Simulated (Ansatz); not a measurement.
# CHGe (quartet): from Hartree-Fock to the top rungs at a displaced geometry (v1), cc-pVDZ

One table from this session's results is given with a row withheld; the runs are named, their logs left out.

Method: cc-pVDZ, core rule «outside noble gas», up to 15 orbitals frozen; program: Ansatz 0.2.0, Gaussian basis.

To be run: UHF; CCSD(T) on ROHF; CCSD(T) on UHF; BCCD(T) on ROHF; CISD; CCSDT(Q) on ROHF; CCSDT(Q) on UHF; CASSCF and MRCISD+Q, 9 electrons in 9 orbitals; CASSCF and NEVPT2, 9 electrons in 9 orbitals.

21 further runs of the same task are left out: 9 that didn't finish, 12 set aside as unsound or not needed.

### The system

The geometry is a PBE0/def2-TZVP stationary point (not a proven minimum) with its atoms shifted at random (size 0.040 Å). No spin-orbit coupling is included. The filled d shell of Ge may be among the frozen orbitals whatever the setting's name suggests; the logs give the count.

3 atoms, charge 0, spin multiplicity 4.

Atoms are counted from 1 here; the program's logs count them from 0.

Bond lengths: Ge1–C2 2.000 Å, C2–H3 1.170 Å. Angles: Ge1–C2–H3 130.9°.

Set-up of the first run:

The input, in.yaml:

```yaml
crystal:
  periodic: [false, false, false]
  atoms:
    - {symbol: Ge, position_ang: [-0.000438, 0.015791, 0.312704]}
    - {symbol: C, position_ang: [-0.001271, -0.151287, -1.679956]}
    - {symbol: H, position_ang: [0.046693, 0.664695, -2.517391]}
basis:
  gaussian: {orbitals: cc-pVDZ}
magnetization: {spin_polarized: true, initial_magnetization: 3}
hamiltonian: {xc: hf}
output: {orbitals: {seedname: orbitals}}
```

Started as:

```bash
> ansatz run in.yaml --threads 1 --pin off --events-out ev --progress --plain --max-ram 2393MiB
```

Steps of the session up to this table: UHF; CCSD(T) on ROHF; CCSD(T) on UHF; BCCD(T) on ROHF; CISD; CCSDT(Q) on ROHF; CCSDT(Q) on UHF; CASSCF and MRCISD+Q, 9 electrons in 9 orbitals; CASSCF and NEVPT2, 9 electrons in 9 orbitals.

One table of the session follows, with a row left open; its other results are not shown here.

| method | from UCCSDT(Q) (meV) |
| --- | --- |
| ROHF | +5098.6 |
| UHF | +4895.3 |
| RMP2 | +1084.5 |
| UMP2 | +1102.3 |
| CISD | +476.1 |
| RCCSD | +189.3 |
| UCCSD | +181.9 |
| RCCSD(T) | +48.8 |
| UCCSD(T) | +45.0 |
| BCCD(T) | +47.8 |
| RCCSDT | ? |
| UCCSDT | +9.4 |
| RCCSDT(Q) | +5.3 |
| UCCSDT(Q) | 0 |
| CASSCF valence | +3405.7 |
| NEVPT2 valence | +787.6 |
| MRCISD valence | +223.4 |
| MRCISD+Q valence | +16.8 |

Estimate the missing values for RCCSDT.

The run gave: from UCCSDT(Q) (meV): +14.3. In the column «from UCCSDT(Q) (meV)» it lies between UCCSDT (+9.4) and MRCISD+Q valence (+16.8).

Among the levels timed on like hardware and quicker than the yardstick, those that no quicker one beats, quickest first: CISD (2.9 s, +476.1 meV); UCCSD(T) (4.9 s, +45.0 meV); MRCISD+Q valence (6 s, +16.8 meV).

Caveats from the session: Of the multireference levels listed MRCISD+Q valence comes nearest in total energy (+16.8 meV), which doesn't show that its space is the better one. Restricted and unrestricted rows rest on different reference determinants; where their highest levels disagree by more than a few hundredths of an eV, they describe different states and don't form one ladder.
